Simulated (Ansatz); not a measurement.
# Hf3N2: the cost of one run

Method: DFT r2SCAN, scalar-relativistic, plane waves, PAW, in Ansatz 0.2.0.

### 1 The structure to begin with

It takes space group R-3m (No. 166, trigonal). The conventional cell has a = 3.199 Å, b = 3.199 Å, c = 23.265 Å, α = 90.00°, β = 90.00°, γ = 120.00°. Hf (site symmetry 3m) is surrounded by 3 N at 2.29 Å. Hf (site symmetry -3m) is surrounded by 6 N at 2.24 Å. N (site symmetry 3m) has 6 Hf at 2.24 to 2.29 Å as nearest neighbours.

Structure file:

```cif
data_structure
_symmetry_space_group_name_H-M 'P 1'
_symmetry_Int_Tables_number 1
_cell_length_a 3.1989
_cell_length_b 3.1989
_cell_length_c 7.9717
_cell_angle_alpha 78.426
_cell_angle_beta 78.426
_cell_angle_gamma 60.000
_cell_volume 68.72
loop_
_atom_site_label
_atom_site_type_symbol
_atom_site_fract_x
_atom_site_fract_y
_atom_site_fract_z
_atom_site_occupancy
Hf1 Hf 0.22058 0.22058 0.33826 1
Hf2 Hf 0.77942 0.77942 0.66174 1
Hf3 Hf 0.00000 0.00000 0.00000 1
N1 N 0.38808 0.38808 0.83575 1
N2 N 0.61192 0.61192 0.16425 1
```

The structure comes from the Materials Project (structure only).

### 2 Self-consistent density

Input file input.yaml:

```yaml
crystal:
  lattice:
    - [-1.5994260774, 2.7702872291, 0.0]
    - [-3.1988521548, 0.0, 0.0]
    - [-1.5994260774, 0.9234290764, 7.7548432223]
  atoms:
    - { symbol: Hf, position: [0.22058134, 0.22058134, 0.33825598] }
    - { symbol: Hf, position: [0.77941866, 0.77941866, 0.66174402] }
    - { symbol: Hf, position: [0.0, 0.0, 0.0] }
    - { symbol: "N", position: [0.38808447, 0.38808447, 0.83574659] }
    - { symbol: "N", position: [0.61191553, 0.61191553, 0.16425341] }
basis:
  ecutwfc: 500
  fft_grid_basis: typed
kpoints:
  mp_grid: { grid: [9, 9, 10] }
hamiltonian:
  xc: r2scan
scf:
  occupations: { method: gaussian, width: 0.05 }
output:
  forces: true
  stress: true
  eigenvalues: true
  bader: true
  write_density: true
  volumetric_format: npy
  elf: true
```

Command:

```
ansatz run input.yaml --threads 2 --pin off --max-ram 4096MiB --backend cpu --events-out ev --progress --plain --runs-dir out
```

**Question.** How long does this run take on 2 threads of Intel Xeon 6975P-C (Granite Rapids), shared host, and how much memory does it need?

About 48 s, with a peak of 1.1 GiB.
